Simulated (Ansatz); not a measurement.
# C₄H₃Se radical: up Jacob's ladder to CCSD(T)

The task here is to estimate one member of a computed series from the others.

Method: functionals in def2-TZVPP, the program's frozen cores in correlated methods; program: Ansatz 0.2.0, Gaussian basis.

The runs, in order: LDA (SPW92), PBE-D4, revPBE-D4, BLYP-D4, r2SCAN-D4, B97M-V, PBE0-D4, B3LYP-D4, r2SCANh-D4, r2SCAN0-D4, HSE06-D4, BHLYP-D4, CAM-B3LYP-D4, LC-ωPBE, ωB97X-V, ωB97M-V, B2PLYP, PBE-QIDH; CCSD(T)/def2-SVP; CCSD(T)/def2-TZVPP; MP2/def2-QZVPP; extrapolation to the limit; RPA on PBE.

## The geometry

The geometry comes from an earlier relaxation with PBE0-D4 in a triple-zeta def2 set; it is a stationary point, not always the lowest conformer.

SMILES `[c]1ccc[se]1`, 8 atoms, charge 0, spin multiplicity 2.

Atoms are counted from 1 here; the program's logs count them from 0.

Bond lengths: C1–C2 1.344 Å, C1–Se5 1.839 Å, C2–C3 1.434 Å, C2–H6 1.082 Å, C3–C4 1.356 Å, C3–H7 1.084 Å, C4–Se5 1.867 Å, C4–H8 1.080 Å. Angles: C2–C1–Se5 115.5°, C1–C2–C3 111.6°, C1–C2–H6 124.7°, C3–C2–H6 123.7°, C2–C3–C4 115.6°, C2–C3–H7 122.1°, C4–C3–H7 122.3°, C3–C4–Se5 111.8°, C3–C4–H8 127.8°, Se5–C4–H8 120.5°, C1–Se5–C4 85.5°.

Set-up of the first run:

Contents of in.yaml:

```yaml
crystal:
  periodic: [false, false, false]
  atoms:
    - {symbol: C, position_ang: [-0.811170, 1.421505, 0.171153]}
    - {symbol: C, position_ang: [0.368209, 0.941186, 0.600757]}
    - {symbol: C, position_ang: [0.593935, -0.397322, 0.138333]}
    - {symbol: C, position_ang: [-0.392074, -0.927054, -0.627735]}
    - {symbol: Se, position_ang: [-1.802096, 0.272385, -0.868115]}
    - {symbol: H, position_ang: [1.067512, 1.488929, 1.219232]}
    - {symbol: H, position_ang: [1.494114, -0.947841, 0.385889]}
    - {symbol: H, position_ang: [-0.426129, -1.908988, -1.075212]}
basis:
  gaussian: {orbitals: def2-TZVPP}
magnetization: {spin_polarized: true, initial_magnetization: 1}
hamiltonian: {xc: lda}
output: {orbitals: {seedname: orbitals}}
```

Among the steps run: LDA; PBE-D4 (GGA); revPBE-D4 (GGA); BLYP-D4 (GGA); r2SCAN-D4 (meta-GGA); B97M-V (meta-GGA); PBE0-D4 (hybrid); B3LYP-D4 (hybrid); r2SCANh-D4 (hybrid); r2SCAN0-D4 (hybrid); HSE06-D4 (hybrid); BHLYP-D4 (hybrid); CAM-B3LYP-D4 (range-separated); LC-ωPBE-D4 (range-separated; the results give it without D4); ωB97X-V (range-separated); ωB97M-V (range-separated); B2PLYP (double hybrid); PBE-QIDH (double hybrid).

One of the session's tables, all rows but one given; the rest of the session is left out.

It belongs to the step «Frontier levels by functional». 

| functional | HOMO (eV) | LUMO (eV) | gap (eV) |
| --- | --- | --- | --- |
| LDA (SPW92) | -6.02 | -4.74 | 1.28 |
| PBE-D4 | -5.84 | -4.18 | 1.66 |
| revPBE-D4 | ? | ? | ? |
| BLYP-D4 | -5.66 | -4.21 | 1.45 |
| r2SCAN-D4 | -6.01 | -3.50 | 2.51 |
| B97M-V | -5.96 | -3.89 | 2.07 |
| PBE0-D4 | -6.87 | -2.94 | 3.93 |
| B3LYP-D4 | -6.65 | -3.42 | 3.23 |
| r2SCANh-D4 | -6.40 | -3.09 | 3.32 |
| r2SCAN0-D4 | -6.99 | -2.48 | 4.51 |
| HSE06-D4 | -6.47 | -3.33 | 3.14 |
| BHLYP-D4 | -7.72 | -1.85 | 5.87 |
| CAM-B3LYP-D4 | -8.14 | -1.96 | 6.18 |
| LC-ωPBE | -9.49 | -0.38 | 9.11 |
| ωB97X-V | -9.13 | -1.00 | 8.13 |
| ωB97M-V | -9.00 | -1.09 | 7.91 |

Q: Estimate the row for revPBE-D4 from the others.

**Answer.** HOMO (eV): -5.77; LUMO (eV): -4.02; gap (eV): 1.75. In the column «HOMO (eV)» it lies between PBE-D4 (-5.84) and BLYP-D4 (-5.66).
